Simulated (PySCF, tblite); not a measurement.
# C₇H₉O radical: geometry, infrared bands and EPR parameters

Wanted: the infrared bands and EPR parameters of C₇H₉O radical (`C=C1C[C@@H](C[O])C1=C`), by calculation.

The runs use tblite 0.8.0 and PySCF 2.14.0, with density-fitted response routines of our own; the level of theory stands in each step. All values are computed, except where a source is named. Atoms count from 0, in the outputs and in this text.

## (1) The molecule as given

17 atoms, charge 0, multiplicity 2; geometry from: force field or distance geometry start.

Bonds of the start (Å): C0–C1 1.34, C1–C2 1.49, C2–C3 1.52, C3–C4 1.52, C4–O5 1.40, C3–C6 1.49, C6–C7 1.33, C6–C1 1.46, C0–H8 1.08, C0–H9 1.07, C2–H10 1.08, C2–H11 1.10, C3–H12 1.10, C4–H13 1.13, C4–H14 1.09, C7–H15 1.08, C7–H16 1.08.

## (2) Optimising the geometry with GFN2-xTB

The job: settings as JSON, then the geometry in Å.

```
{"job": {"kind": "relax", "xc": "GFN2-xTB", "basis": "xTB"}, "charge": 0, "multiplicity": 2}
C      2.343900    -0.407000    -0.093100
C      1.035600    -0.269300    -0.344200
C     -0.043500    -1.207700    -0.772300
C     -1.020300    -0.164600    -0.245800
C     -1.550300    -0.496900     1.143200
O     -2.433300     0.505200     1.546500
C      0.082300     0.832900    -0.288200
C      0.162900     2.156700    -0.277800
H      2.915500     0.454400     0.225800
H      2.856500    -1.340400    -0.190400
H     -0.014400    -2.141400    -0.221100
H     -0.097300    -1.266100    -1.873400
H     -1.816500     0.068000    -0.967500
H     -2.090900    -1.475600     1.008300
H     -0.775800    -0.655900     1.889600
H     -0.700300     2.805600    -0.226700
H      1.138800     2.614100    -0.322800
```

Launch:

```sh
$ OMP_NUM_THREADS=1 python probes_run.py task.json out
```

One launch serves the whole session: the jobs run in the order shown.

**Question.** This job is followed by: GFN2-xTB harmonic vibrations, gas phase; UKS B3LYP, pcH-1 on C H O, non-relativistic, mean-field spin-orbit, GIAO. Predict these results of the whole session: strongest single infrared mode (GFN2-xTB); zero-point energy (GFN2-xTB); g(iso) (B3LYP); ⟨S²⟩; largest a(iso); potential on the surface of density 0.002 e/bohr³, 1st and 99th percentile; property runs in this session.

As calculated:

| quantity | value |
| --- | --- |
| strongest single infrared mode (GFN2-xTB) | 729 cm⁻¹, 94 km/mol |
| zero-point energy (GFN2-xTB) | 84.0 kcal/mol |
| g(iso) (B3LYP) | 2.02298 |
| ⟨S²⟩ | 0.755 (exact 0.75) |
| largest a(iso) | 1H on H13, 298.8 MHz |
| potential on the surface of density 0.002 e/bohr³, 1st and 99th percentile | -1.42 V and 1.11 V |
| property runs in this session | 1, of which 0 failed and 1 gave unsound results |

**Reading.** The optimisation took 75 steps and gained 0.460 eV; among the close pairs (by a distance rule), C4–O5 changed most, from 1.395 to 1.305 Å. All 45 modes are real, so the xTB geometry is a minimum. The strongest single mode, at 729 cm⁻¹, has its largest shares on H8, H9, H15 and H16 (the list is cut at 4 atoms). Unscaled tight-binding wavenumbers are off by several per cent, some by more. Its intensities can rank the bands wrongly. Most of the unpaired spin sits on O5 (0.81 e). The isotropic g lies 20.7 ppt above the free-electron value. These values are not to be trusted: the run shows nearly degenerate orbitals, where second-order g theory doesn't apply. These values are for one conformer; the search (at its own cheap level) found 1 more, at 0.79 kcal/mol, and measured spectra average over such forms.
